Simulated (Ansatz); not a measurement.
# AgAu (R-3m): the equilibrium volume

Aim: the volume at which the pressure of AgAu (R-3m) vanishes.

Program: Ansatz 0.2.0. Level of theory: DFT PBEsol, scalar-relativistic, plane waves, PAW. These are calculated values, not measurements.

## 1. Starting point

It takes space group R-3m (No. 166, trigonal). Conventional cell: a = 2.915 Å, b = 2.915 Å, c = 14.192 Å, α = 90.00°, β = 90.00°, γ = 120.00°. Ag (site symmetry -3m) has 6 Au at 2.90 Å and 6 Ag at 2.92 Å as nearest neighbours. Au (site symmetry -3m) has 6 Ag at 2.90 Å and 6 Au at 2.92 Å as nearest neighbours.

As a file:

```
CELL_PARAMETERS angstrom
1.45759 0.84154 4.73064
-1.45759 0.84154 4.73064
0.00000 -1.68308 4.73064
ATOMIC_POSITIONS crystal
Ag 0.00000 0.00000 0.00000
Au 0.50000 0.50000 0.50000
```

## 2. Full relaxation

Contents of input.yaml:

```yaml
crystal:
  lattice:
    - [1.4575878671, 0.8415387474, 4.7306410783]
    - [-1.4575878671, 0.8415387474, 4.7306410783]
    - [0.0, -1.6830774949, 4.7306410783]
  atoms:
    - { symbol: Ag, position: [0.0, 0.0, 0.0] }
    - { symbol: Au, position: [0.5, 0.5, 0.5] }
basis:
  ecutwfc: 420
  ecutrho_ratio: 4
kpoints:
  mp_grid: { grid: [14, 14, 14] }
hamiltonian:
  xc: pbesol
scf:
  occupations: { method: gaussian, width: 0.05 }
output:
  forces: true
  stress: true
  eigenvalues: true
relax:
  f_tol: 0.01
  max_steps: 60
  cell: { stress_tol: 0.04 }
```

Command:

```bash
$ ansatz run input.yaml --threads 8 --pin off --max-ram 15360MiB --backend cpu --events-out ev --progress --plain --runs-dir out
```

**Question.** What will these runs give? Wanted: volume; pressure; conventional cell; gap on the mesh.

As calculated:

| quantity | value |
| --- | --- |
| volume | 16.808 Å³/atom |
| pressure | 0.01 GPa |
| conventional cell | a = 2.882 Å, b = 2.882 Å, c = 14.017 Å, α = 90.00°, β = 90.00°, γ = 120.00° |
| gap on the mesh | none (metal) |

From the first run shown, the volume went from 17.41 to 16.81 Å³/atom (-3.4 %) in one relaxation, where the pressure is zero within 0.01 GPa. Spin–orbit coupling is left out, though the cell holds Au; in elements this heavy it can shift levels and gaps by tenths of an eV.
